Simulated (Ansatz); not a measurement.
This was printed by a script on the Ansatz DFT code, driven from Python, for a comparison of norm-conserving and PAW potentials of CaBPd₃, space group Pm-3m. What did the script look like? Use (first run): LDA, PAW, the default cutoff (420 eV here), 7×7×7 k-points, Fermi-Dirac smearing of 0.1 eV.

```
Ca B Pd
1.0
     4.27842    0.00000    0.00000
     0.00000    4.27842    0.00000
     0.00000    0.00000    4.27842
Ca B Pd
1 1 3
Direct
  0.50000 0.50000 0.50000
  0.00000 0.00000 0.00000
  0.50000 0.00000 0.00000
  0.00000 0.50000 0.00000
  0.00000 0.00000 0.50000
```

```console
$ python nc_paw_cabpd3.py
DeckWarning: basis.ecutwfc = 420 eV, auto-derived from the records' recommended cutoffs: set by Ca (normal level)
DeckWarning: output.stress: scf.convergence.dr2_threshold = 1e-8 eV is looser than the 5e-10 eV advised for a printed stress (1e-10 eV for each atom of the cell: 5). What an SCF threshold leaves in a [...]
PAW levels at the first k-point near E_F: [-4.812 -4.812 -4.812 -4.451 -4.451 -2.778 -2.778 -2.778 -2.689 -2.689
 -1.484 -1.484 -1.484 -1.446 -1.387 -1.387 -1.387  2.963]
DeckWarning: basis.ecutwfc = 1115.666836 eV, auto-derived from the records' recommended cutoffs: set by Pd (normal level)
norm-conserving levels at the first k-point near E_F: [-4.817 -4.817 -4.817 -4.454 -4.454 -2.778 -2.778 -2.778 -2.689 -2.689
 -1.484 -1.484 -1.484 -1.444 -1.387 -1.387 -1.387  2.966]
     treatment  electrons in bands           P GPa  gap by band count eV
           PAW                67.0          -7.670                 0.000
norm-conserving                67.0          -7.764                 0.000
```
(Warnings from the package without file and line, shortened.)

One script that gives this output:

Script `nc_paw_cabpd3.py`:
```python
import ansatz as az
import numpy as np
from pymatgen.core import Lattice, Structure
from pymatgen.io.ase import AseAtomsAdaptor


def count_gap(report):
    # lowest empty less highest filled band, counting bands; zero where they overlap
    return max(report.get("gap_by_band_count_ev") or 0.0, 0.0)

pmg_structure = Structure(
    Lattice([[4.27842, 0.0, 0.0], [0.0, 4.27842, 0.0], [0.0, 0.0, 4.27842]]),
    ["Ca", "B", "Pd", "Pd", "Pd"],
    [
        [0.5, 0.5, 0.5],
        [0.0, 0.0, 0.0],
        [0.5, 0.0, 0.0],
        [0.0, 0.5, 0.0],
        [0.0, 0.0, 0.5],
    ],
)
cabpd3 = az.Crystal.from_ase(AseAtomsAdaptor.get_atoms(pmg_structure))

calculation = cabpd3.calculation()
calculation = calculation.functional(az.Functional.LDA)
calculation = calculation.kpoints(spacing=0.23).occupations("fermi_dirac", width=0.1)
calculation = calculation.scf(tolerance=1e-08, max_iterations=150, extra_bands=2)
calculation = calculation.stress()
calculation = calculation.forces().band_table()
variants = {
    "PAW": calculation.pseudopotentials("paw"),
    "norm-conserving": calculation.pseudopotentials("nc"),
}
rows = []
for label, variant in variants.items():
    data = variant.run(threads=1, pin="off").report
    levels = np.array(data["eigenvalues_ev"][0]) - data["fermi_energy_ev"]
    print(label, "levels at the first k-point near E_F:", np.round(levels[np.abs(levels) < 5], 3))
    rows.append((label, data["n_electrons"], np.trace(data["stress_gpa"]) / 3, count_gap(data)))
print("     treatment  electrons in bands           P GPa  gap by band count eV")
for row in rows:
    print(f"{str(row[0]):>14s}  {row[1]:18.1f}  {row[2]:14.3f}  {row[3]:20.3f}")
```

PAW gives -7.670 GPa and norm-conserving -7.764 GPa, 0.09 GPa apart. They took 0.9 and 4.5 s of processor time.

Notes:
- These settings explore the input space; cutoff and mesh may be short of convergence.
- No spin polarisation was allowed.
- The computed bands are complete only to about 1.1 eV above the Fermi level.
- The mesh is modest for a metal, so energies can be off by several to tens of meV an atom and pressures by half a GPa or more; differences at equal mesh fare better.
- A gap by band count of zero or less means overlapping bands, a metal, and at an odd count of electrons it is no gap at all.
- At these settings the cell as given stands under about -8 GPa, so it isn't at this functional's equilibrium volume.
- The structure comes from a database of computed cells and needn't be a stable or known phase.
- Levels are Kohn-Sham eigenvalues on this mesh, without spin-orbit coupling.
- Stress is positive in compression.
- Finished in 6.1 s on 1 thread of AMD EPYC 9R45 96-Core Processor (Zen 5), with other jobs on the host, peak memory 0.62 GiB.

(Lines on the test bed's own set-up are left out of the output.)
